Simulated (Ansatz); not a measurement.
**CH3AlBClO: one species, many methods**

An exercise on one series of results from a longer session: the logs are not shown, and one member is left open.

The runs use Ansatz 0.2.0, Gaussian basis; functionals in def2-TZVPP, the program's frozen cores in correlated methods.

Levels to be run: LDA (SPW92), PBE-D4, revPBE-D4, BLYP-D4, r2SCAN-D4, B97M-V, PBE0-D4, B3LYP-D4, r2SCANh-D4, r2SCAN0-D4, HSE06-D4, BHLYP-D4, CAM-B3LYP-D4, LC-ωPBE, ωB97X-V, ωB97M-V, B2PLYP, PBE-QIDH; CCSD(T)/def2-SVP; CCSD(T)/def2-TZVPP; MP2/def2-QZVPP; extrapolation to the limit; RPA on PBE.

### The relaxed structure

The geometry comes from an earlier relaxation with PBE0-D4 in a triple-zeta def2 set; it is a stationary point, not always the lowest conformer.

SMILES `[AlH2][C]1(Cl)BO1`, 8 atoms, charge 0, spin multiplicity 1.

Atoms are counted from 1 here; the program's logs count them from 0.

Bond lengths: Al1–C2 1.957 Å, Al1–H6 1.579 Å, Al1–H7 1.583 Å, C2–Cl3 1.780 Å, C2–B4 1.520 Å, C2–O5 1.509 Å, B4–O5 1.326 Å, B4–H8 1.182 Å. Angles: C2–Al1–H6 119.4°, C2–Al1–H7 116.4°, H6–Al1–H7 124.2°, Al1–C2–Cl3 115.7°, Al1–C2–B4 128.7°, Al1–C2–O5 116.6°, Cl3–C2–B4 113.8°, Cl3–C2–O5 111.8°, B4–C2–O5 51.9°, C2–B4–O5 63.6°, C2–B4–H8 157.4°, O5–B4–H8 138.9°, C2–O5–B4 64.5°.

The first run:

in.yaml reads:

```yaml
crystal:
  periodic: [false, false, false]
  atoms:
    - {symbol: Al, position_ang: [-0.250247, 1.525539, -0.234202]}
    - {symbol: C, position_ang: [0.284988, -0.266120, 0.342089]}
    - {symbol: Cl, position_ang: [1.108481, -0.357741, 1.917941]}
    - {symbol: B, position_ang: [-0.176394, -1.613472, -0.189556]}
    - {symbol: O, position_ang: [0.954279, -1.137531, -0.692451]}
    - {symbol: H, position_ang: [-0.336292, 2.688230, 0.830349]}
    - {symbol: H, position_ang: [-0.643301, 1.685573, -1.758800]}
    - {symbol: H, position_ang: [-0.849415, -2.581478, -0.271370]}
basis:
  gaussian: {orbitals: def2-TZVPP}
hamiltonian: {xc: lda}
output: {orbitals: {seedname: orbitals}}
```

Run with:

```
$ ansatz run in.yaml --threads 2 --pin off --events-out ev --progress --plain --max-ram 4352MiB
```

Among the steps run: LDA; PBE-D4 (GGA); revPBE-D4 (GGA); BLYP-D4 (GGA); r2SCAN-D4 (meta-GGA); B97M-V (meta-GGA); B3LYP-D4 (hybrid); r2SCANh-D4 (hybrid); r2SCAN0-D4 (hybrid); HSE06-D4 (hybrid); BHLYP-D4 (hybrid); CAM-B3LYP-D4 (range-separated); LC-ωPBE (range-separated); ωB97X-V (range-separated); ωB97M-V (range-separated); B2PLYP (double hybrid); PBE-QIDH (double hybrid).

One table of the session follows, with a row left open; its other results are not shown here.

It belongs to the step «Frontier levels by functional». 

| functional | HOMO (eV) | LUMO (eV) | gap (eV) |
| --- | --- | --- | --- |
| LDA (SPW92) | -6.43 | -3.04 | 3.40 |
| PBE-D4 | -6.27 | -2.77 | 3.50 |
| revPBE-D4 | -6.20 | -2.65 | 3.55 |
| BLYP-D4 | -6.14 | -2.66 | 3.48 |
| r2SCAN-D4 | -6.50 | -2.48 | 4.02 |
| B97M-V | -6.61 | -2.67 | 3.94 |
| PBE0-D4 | -7.55 | -1.97 | 5.58 |
| B3LYP-D4 | -7.34 | -2.20 | 5.14 |
| r2SCANh-D4 | -6.98 | -2.20 | 4.78 |
| r2SCAN0-D4 | -7.71 | -1.80 | 5.90 |
| HSE06-D4 | -7.15 | -2.34 | 4.81 |
| BHLYP-D4 | -8.75 | -1.20 | 7.55 |
| CAM-B3LYP-D4 | ? | ? | ? |
| LC-ωPBE | -10.30 | 0.08 | 10.38 |
| ωB97X-V | -9.92 | -0.05 | 9.87 |
| ωB97M-V | -9.78 | -0.33 | 9.45 |

Estimate the missing values for CAM-B3LYP-D4.

As computed: HOMO (eV): -8.94; LUMO (eV): -1.05; gap (eV): 7.88. In the column «HOMO (eV)» it lies between ωB97M-V (-9.78) and BHLYP-D4 (-8.75).
